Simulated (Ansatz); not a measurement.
# CH₄O₂Sn: basis-set convergence

Aim: see how fast density functionals converge with the basis set for CH₄O₂Sn.

Program: Ansatz 0.2.0, Gaussian basis. Level of theory: one geometry, several basis sets. These are calculated values, not measurements.

The runs, in order: PBE0-D4/def2-SVP; ωB97M-V/def2-SVP; PBE0-D4/def2-QZVPP; ωB97M-V/def2-QZVPP; the functionals' def2-TZVPP values are taken from earlier runs.

1 further run of the same task is left out (for a known fault of the program).

### 1 Structure used throughout

All runs share one geometry, relaxed beforehand with PBE0-D4 in a triple-zeta def2 set. Sn takes the def2 core potential; no spin-orbit term is included.

SMILES `O=C[O][SnH3]`, 8 atoms, charge 0, spin multiplicity 1.

Atoms are counted from 1 here; the program's logs count them from 0.

Bond lengths: O1–C2 1.213 Å, C2–O3 1.301 Å, C2–H5 1.100 Å, O3–Sn4 2.055 Å, Sn4–H6 1.695 Å, Sn4–H7 1.695 Å, Sn4–H8 1.705 Å. Angles: O1–C2–O3 123.7°, O1–C2–H5 122.7°, O3–C2–H5 113.6°, C2–O3–Sn4 107.2°, O3–Sn4–H6 108.9°, O3–Sn4–H7 108.9°, O3–Sn4–H8 96.7°, H6–Sn4–H7 116.3°, H6–Sn4–H8 112.1°, H7–Sn4–H8 112.1°.

As a file:

```
O     1.0455   -0.6385    1.2361
C     1.4631    0.2107    0.4770
O     0.7546    0.7350   -0.4794
Sn   -1.1020   -0.1443   -0.4125
H     2.4864    0.6106    0.5369
H    -1.8455    0.2571    1.0564
H    -0.9370   -1.7981   -0.7432
H    -1.7728    0.7103   -1.7271
```

### 2 PBE0-D4 in def2-SVP

Input file in.yaml:

```yaml
crystal:
  periodic: [false, false, false]
  atoms:
    - {symbol: O, position_ang: [1.045519, -0.638535, 1.236141]}
    - {symbol: C, position_ang: [1.463099, 0.210710, 0.477013]}
    - {symbol: O, position_ang: [0.754579, 0.735002, -0.479432]}
    - {symbol: Sn, position_ang: [-1.102028, -0.144259, -0.412514]}
    - {symbol: H, position_ang: [2.486438, 0.610625, 0.536854]}
    - {symbol: H, position_ang: [-1.845508, 0.257138, 1.056423]}
    - {symbol: H, position_ang: [-0.936957, -1.798065, -0.743165]}
    - {symbol: H, position_ang: [-1.772841, 0.710283, -1.727121]}
basis:
  gaussian: {orbitals: def2-SVP}
hamiltonian: {xc: pbe0, dispersion: d4}
output: {orbitals: {seedname: orbitals}}
```

The run is started by

```
$ ansatz run in.yaml --threads 2 --pin off --events-out ev --progress --plain --max-ram 4352MiB
```

Further steps of the session: ωB97M-V in def2-SVP; PBE0-D4 in def2-QZVPP; ωB97M-V in def2-QZVPP.

Before running them: what should the planned runs give, taken together? Wanted: PBE0-D4: double and triple zeta above quadruple; ωB97M-V: double and triple zeta above quadruple.

As calculated:

```
                                       quantity          value
PBE0-D4: double and triple zeta above quadruple  6.77, 0.35 eV
ωB97M-V: double and triple zeta above quadruple  6.97, 0.33 eV
```

**Reading.** PBE0-D4 gains 6.42 eV from double to triple zeta, then 0.35 eV more. These are total energies; as a rule much of such shifts cancels in differences, which this series doesn't test. The LUMO of ωB97M-V is positive and keeps falling with the basis (1.38 to 0.64 eV): an unbound level that the basis holds in place.
